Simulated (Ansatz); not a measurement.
From input file to script: Cs₂AlTlBr₆, space group Fm-3m in Ansatz 0.2.0.

```yaml
crystal:
  lattice:
    - [0.0, 5.751939, 5.751939]
    - [5.751939, 0.0, 5.751939]
    - [5.751939, 5.751939, 0.0]
  atoms:
    - { symbol: Cs, position: [0.75, 0.75, 0.75] }
    - { symbol: Cs, position: [0.25, 0.25, 0.25] }
    - { symbol: Al, position: [0.0, 0.0, 0.0] }
    - { symbol: Tl, position: [0.5, 0.5, 0.5] }
    - { symbol: Br, position: [0.779412, 0.220588, 0.220588] }
    - { symbol: Br, position: [0.220588, 0.220588, 0.779412] }
    - { symbol: Br, position: [0.220588, 0.779412, 0.779412] }
    - { symbol: Br, position: [0.220588, 0.779412, 0.220588] }
    - { symbol: Br, position: [0.779412, 0.220588, 0.779412] }
    - { symbol: Br, position: [0.779412, 0.779412, 0.220588] }
kpoints:
  mp_grid:
    grid: [3, 3, 3]
hamiltonian:
  xc: pbesol
scf:
  occupations:
    method: fixed
basis:
  ecutwfc: 420
output:
  forces: true
  stress: true
```

Script `deck.py`:
```python
# -*- coding: utf-8 -*-
import ansatz as az
import numpy as np


def main():
    settings = {
        "crystal": {
            "lattice": [
                [0.0, 5.751939, 5.751939],
                [5.751939, 0.0, 5.751939],
                [5.751939, 5.751939, 0.0],
            ],
            "atoms": [
                {"symbol": "Cs", "position": [0.75, 0.75, 0.75]},
                {"symbol": "Cs", "position": [0.25, 0.25, 0.25]},
                {"symbol": "Al", "position": [0.0, 0.0, 0.0]},
                {"symbol": "Tl", "position": [0.5, 0.5, 0.5]},
                {"symbol": "Br", "position": [0.779412, 0.220588, 0.220588]},
                {"symbol": "Br", "position": [0.220588, 0.220588, 0.779412]},
                {"symbol": "Br", "position": [0.220588, 0.779412, 0.779412]},
                {"symbol": "Br", "position": [0.220588, 0.779412, 0.220588]},
                {"symbol": "Br", "position": [0.779412, 0.220588, 0.779412]},
                {"symbol": "Br", "position": [0.779412, 0.779412, 0.220588]},
            ],
        },
        "kpoints": {"mp_grid": {"grid": [3, 3, 3]}},
        "hamiltonian": {"xc": "pbesol"},
        "scf": {"occupations": {"method": "fixed"}},
        "basis": {"ecutwfc": 420},
        "output": {"forces": True, "stress": True},
    }

    done = az.Session.from_dict(settings).plan(threads=1).execute()
    r = done.report

    print("%-22s %14.5f eV" % ("F = E - TS", r["free_energy_ev"]))
    print("%-22s %14.5f eV" % ("E", r["internal_energy_ev"]))
    print("%-22s %14.5f eV" % ("Harris-Foulkes", r["harris_foulkes_ev"]))
    print("%-22s %14.5f eV" % ("Fermi level", r["fermi_energy_ev"]))

    print("pressure by term (GPa)")
    for term, tensor in r["stress_terms_gpa"].items():
        if np.any(tensor):
            print(f"  {term:28s} {np.trace(np.array(tensor)) / 3:12.3f}")
    print(f"  {'total':28s} {np.trace(np.array(r['stress_gpa'])) / 3:12.3f}")

    used = r["setup"]
    print("cutoffs (eV):", used["ecut_ev"], used["ecutrho_ev"], " FFT grid:", used["fft_dense"])
    print("cell volume {:.3f} A^3, {} symmetry operations".format(used["cell_volume_ang3"], used["n_sym_ops"]))

    terms = r["components"]
    print({name: round(terms[name], 3) for name in ("e_kinetic", "e_hartree", "e_xc", "e_local", "e_nonlocal")})


if __name__ == "__main__":
    main()
```

`python deck.py` gives:
```text
F = E - TS               -39423.97473 eV
E                        -39423.97473 eV
Harris-Foulkes           -39423.97473 eV
Fermi level                   2.05448 eV
pressure by term (GPa)
  kinetic                           403.736
  hartree                           152.381
  ewald                            -508.002
  local_pseudopotential            -105.708
  nonlocal_pseudopotential          204.572
  augmentation                        3.219
  nlcc                             -625.731
  xc                                474.187
  augmentation_tail                  -0.000
  scf_correction                      0.000
  pulay_correction                    0.013
  total                              -1.332
cutoffs (eV): 420.0 1680.0  FFT grid: [60, 60, 60]
cell volume 380.604 A^3, 48 symmetry operations
{'e_kinetic': 1438.638, 'e_hartree': 1085.963, 'e_xc': -2183.19, 'e_local': -3306.681, 'e_nonlocal': 814.34}
```

What to keep in mind:
- Absolute energies stand on the zero of these potentials, so only differences at equal settings mean something. A total without «per atom» is that of the cell as typed.
- The energy terms are those on the plane-wave grid, with the one-centre PAW part apart; the terms shown are only some of the summands, so they needn't add up to F.
- The Fermi level of a run with fixed occupations marks the highest occupied state on its mesh, not mid-gap.
- An absolute Fermi energy rests on an arbitrary zero of the periodic potential and has no direct meaning.
- Pressure is positive in compression.
- Spin-orbit coupling, which matters for elements this heavy, is left out.
- This cell is a computed structure, which may not be the phase found in nature.
- Hardware and time: 7.8 s on 1 thread of Intel(R) Xeon(R) Platinum 8259CL CPU @ 2.50GHz (Skylake/Cascade Lake) (shared host), peak memory 0.69 GiB.

(A comment or docstring line of the script was reworded after the run, the code is as it ran; lines on the test bed's own set-up are left out of the output.)
